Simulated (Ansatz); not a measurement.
**CrFHO3: small, medium and large basis sets**

How large a basis does CrFHO3 need? Two functionals are run in growing sets.

The runs use Ansatz 0.2.0, Gaussian basis; one geometry, several basis sets.

The runs, in order: PBE0-D4/def2-SVP; ωB97M-V/def2-SVP; PBE0-D4/def2-QZVPP; ωB97M-V/def2-QZVPP; the functionals' def2-TZVPP values are taken from earlier runs.

## 1. Structure used throughout

All runs share one geometry, relaxed beforehand with PBE0-D4 in a triple-zeta def2 set.

SMILES `[O]=[Cr](=[O])([OH])[F]`, 6 atoms, charge 0, spin multiplicity 1.

Atoms are counted from 1 here; the program's logs count them from 0.

Bond lengths: O1–Cr2 1.541 Å, Cr2–O3 1.539 Å, Cr2–O4 1.731 Å, Cr2–F5 1.710 Å, O4–H6 0.965 Å. Angles: O1–Cr2–O3 109.8°, O1–Cr2–O4 109.8°, O1–Cr2–F5 109.3°, O3–Cr2–O4 108.4°, O3–Cr2–F5 110.1°, O4–Cr2–F5 109.5°, Cr2–O4–H6 115.9°.

## 2. PBE0-D4 in def2-SVP

The input, in.yaml:

```yaml
crystal:
  periodic: [false, false, false]
  atoms:
    - {symbol: O, position_ang: [-0.181290, -1.579925, -0.331215]}
    - {symbol: Cr, position_ang: [0.372744, -0.190252, 0.039112]}
    - {symbol: O, position_ang: [1.187872, -0.283864, 1.341441]}
    - {symbol: O, position_ang: [-0.936545, 0.912871, 0.293145]}
    - {symbol: F, position_ang: [1.362816, 0.380573, -1.233101]}
    - {symbol: H, position_ang: [-1.763396, 0.696496, -0.155681]}
basis:
  gaussian: {orbitals: def2-SVP}
hamiltonian: {xc: pbe0, dispersion: d4}
output: {orbitals: {seedname: orbitals}}
```

Further steps of the session: ωB97M-V in def2-SVP; PBE0-D4 in def2-QZVPP; ωB97M-V in def2-QZVPP.

Before running them: what should the planned runs give, taken together? Wanted: PBE0-D4: double and triple zeta above quadruple; ωB97M-V: double and triple zeta above quadruple.

As calculated:

| quantity | value |
| --- | --- |
| PBE0-D4: double and triple zeta above quadruple | 16.51, 1.11 eV |
| ωB97M-V: double and triple zeta above quadruple | 16.69, 1.05 eV |

What this shows: PBE0-D4 gains 15.41 eV from double to triple zeta, then 1.11 eV more. Total energies overstate the basis error of differences, where much of it tends to cancel.
